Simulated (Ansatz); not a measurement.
# CH5F2NSi: one species, many methods

The task here is to estimate one member of a computed series from the others.

Computed with Ansatz 0.2.0, Gaussian basis. Level: functionals in def2-TZVPP, the program's frozen cores in correlated methods.

Levels to be run: LDA (SPW92), PBE-D4, revPBE-D4, BLYP-D4, r2SCAN-D4, B97M-V, PBE0-D4, B3LYP-D4, r2SCANh-D4, r2SCAN0-D4, HSE06-D4, BHLYP-D4, CAM-B3LYP-D4, LC-ωPBE, ωB97X-V, ωB97M-V, B2PLYP, PBE-QIDH; CCSD(T)/def2-SVP; CCSD(T)/def2-TZVPP; MP2/def2-QZVPP; extrapolation to the limit; RPA on PBE.

## The relaxed structure

The geometry comes from an earlier relaxation with PBE0-D4 in a triple-zeta def2 set; it is a stationary point, not always the lowest conformer.

SMILES `N[SiH](F)CF`, 10 atoms, charge 0, spin multiplicity 1.

Atoms are counted from 1 here; the program's logs count them from 0.

Bond lengths: N1–Si2 1.691 Å, N1–H6 1.006 Å, N1–H7 1.007 Å, Si2–F3 1.605 Å, Si2–C4 1.885 Å, Si2–H8 1.481 Å, C4–F5 1.397 Å, C4–H9 1.095 Å, C4–H10 1.094 Å. Angles: Si2–N1–H6 122.9°, Si2–N1–H7 120.0°, H6–N1–H7 112.3°, N1–Si2–F3 114.6°, N1–Si2–C4 106.7°, N1–Si2–H8 110.3°, F3–Si2–C4 107.5°, F3–Si2–H8 105.3°, C4–Si2–H8 112.5°, Si2–C4–F5 109.4°, Si2–C4–H9 111.0°, Si2–C4–H10 112.3°, F5–C4–H9 107.9°, F5–C4–H10 108.0°, H9–C4–H10 108.0°.

Coordinates:

```xyz
10
CH5F2NSi
N    -1.20850   -0.23260    0.99375
Si    0.39171   -0.42578    0.48075
F     1.48490    0.27075    1.42640
C     0.51733    0.37911   -1.21958
F    -0.23383    1.55692   -1.23335
H    -1.58472   -0.70423    1.79841
H    -1.70768    0.61589    0.77995
H     0.75418   -1.86154    0.45759
H     0.12074   -0.28189   -1.99756
H     1.54887    0.63227   -1.48345
```

The first run:

in.yaml

```yaml
crystal:
  periodic: [false, false, false]
  atoms:
    - {symbol: N, position_ang: [-1.208502, -0.232600, 0.993747]}
    - {symbol: Si, position_ang: [0.391705, -0.425784, 0.480748]}
    - {symbol: F, position_ang: [1.484903, 0.270753, 1.426398]}
    - {symbol: C, position_ang: [0.517334, 0.379113, -1.219584]}
    - {symbol: F, position_ang: [-0.233834, 1.556920, -1.233352]}
    - {symbol: H, position_ang: [-1.584715, -0.704233, 1.798409]}
    - {symbol: H, position_ang: [-1.707680, 0.615895, 0.779951]}
    - {symbol: H, position_ang: [0.754177, -1.861541, 0.457594]}
    - {symbol: H, position_ang: [0.120744, -0.281893, -1.997556]}
    - {symbol: H, position_ang: [1.548869, 0.632270, -1.483455]}
basis:
  gaussian: {orbitals: def2-TZVPP}
hamiltonian: {xc: lda}
output: {orbitals: {seedname: orbitals}}
```

Among the steps run: LDA; PBE-D4 (GGA); revPBE-D4 (GGA); BLYP-D4 (GGA); r2SCAN-D4 (meta-GGA); B97M-V (meta-GGA); PBE0-D4 (hybrid); B3LYP-D4 (hybrid); r2SCANh-D4 (hybrid); r2SCAN0-D4 (hybrid); HSE06-D4 (hybrid); BHLYP-D4 (hybrid); CAM-B3LYP-D4 (range-separated); LC-ωPBE (range-separated); ωB97X-V (range-separated); ωB97M-V (range-separated); B2PLYP (double hybrid); PBE-QIDH (double hybrid).

One table of the session follows, with a row left open; its other results are not shown here.

It belongs to the step «Orbital energies across the functionals». 

| functional | HOMO (eV) | LUMO (eV) | gap (eV) |
| --- | --- | --- | --- |
| LDA (SPW92) | -6.83 | -0.82 | 6.01 |
| PBE-D4 | -6.64 | -0.57 | 6.07 |
| revPBE-D4 | -6.57 | -0.46 | 6.11 |
| BLYP-D4 | -6.52 | -0.51 | 6.01 |
| r2SCAN-D4 | -6.96 | -0.11 | 6.85 |
| B97M-V | -7.06 | -0.35 | 6.71 |
| PBE0-D4 | -8.14 | 0.35 | 8.49 |
| B3LYP-D4 | -7.88 | 0.05 | 7.94 |
| r2SCANh-D4 | -7.52 | 0.20 | 7.73 |
| r2SCAN0-D4 | -8.37 | 0.65 | 9.02 |
| HSE06-D4 | -7.73 | -0.03 | 7.71 |
| BHLYP-D4 | -9.56 | 1.12 | 10.68 |
| CAM-B3LYP-D4 | ? | ? | ? |
| LC-ωPBE | -11.08 | 2.55 | 13.63 |
| ωB97X-V | -10.67 | 2.36 | 13.03 |
| ωB97M-V | -10.58 | 1.96 | 12.55 |

Q: Estimate the row for CAM-B3LYP-D4 from the others.

**Answer.** HOMO (eV): -9.63; LUMO (eV): 1.25; gap (eV): 10.87. In the column «HOMO (eV)» it lies between ωB97M-V (-10.58) and BHLYP-D4 (-9.56).
